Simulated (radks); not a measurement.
# Cs⁻ held by a Watson sphere

The task here is to estimate one member of a computed series from the others.

Method: scalar-relativistic Kohn-Sham, LDA (Slater exchange, Perdew-Wang correlation), spin-polarised, spherical densities, point nucleus. Code: radks (a radial shooting solver on a logarithmic mesh, Libxc functionals) version 1.

## What is computed

* element: caesium (Z = 55)
* charge: -1
* electrons: 56
* configuration: [Xe] 6s2

The outer shells:

Cs⁻
```
[Xe] core
6s [↑↓]
```

The first run:

The run's settings:

```text
Z 55
configuration [Xe] 6s2
relativity scalar-relativistic
functional lda,pw
spin polarised
nucleus point
c 137.035999084
watson charge 1 radius 2.85 bohr
response adiabatic LDA kernel
```

Among the steps run: R = 2.85 bohr; R = 3.48 bohr; R = 3.73 bohr; R = 4.44 bohr; R = 5.18 bohr; R = 5.72 bohr; R = 5.88 bohr; R = 5.92 bohr.

One table of the session follows, with a row left open; its other results are not shown here.

| R (bohr) | highest level (eV) | its <r> (bohr) | sum of <r²> (bohr²) | α (bohr³) |
| --- | --- | --- | --- | --- |
| 2.85 | -3.270 | 4.857 | 104.6 | 257.3 |
| 3.48 | -3.226 | 4.948 | 107.2 | 271.5 |
| 3.73 | -3.192 | 5.003 | 108.5 | 282.0 |
| 4.44 | -3.057 | 5.199 | 113.0 | 324.7 |
| 5.18 | -2.880 | 5.429 | 118.4 | 385.5 |
| 5.72 | ? | ? | ? | ? |
| 5.88 | -2.704 | 5.647 | 123.8 | 454.4 |
| 5.92 | -2.694 | 5.659 | 124.1 | 458.6 |

Q: Estimate the row for R (bohr) = 5.72 from the others.

Worked estimate for «highest level (eV)». A straight line through the neighbours (5.18, -2.880) and (5.88, -2.704) gives -2.880 + (-2.704 + 2.880) × (5.72 − 5.18) / (5.88 − 5.18) = -2.744; a parabola fitted to 4 rows on both sides gives -2.745.

As computed: highest level (eV): -2.744; its <r> (bohr): 5.598; sum of <r²> (bohr²): 122.5; α (bohr³): 437.8. In «highest level (eV)» the line misses by 0.000 and the parabola by -0.001.

From R = 2.85 to 5.92 bohr the top level moves from -3.270 to -2.694 eV and its mean radius from 4.86 to 5.66 bohr. A wider sphere makes a shallower well, so the ion swells. The polarisability goes from 257 to 459 bohr³.
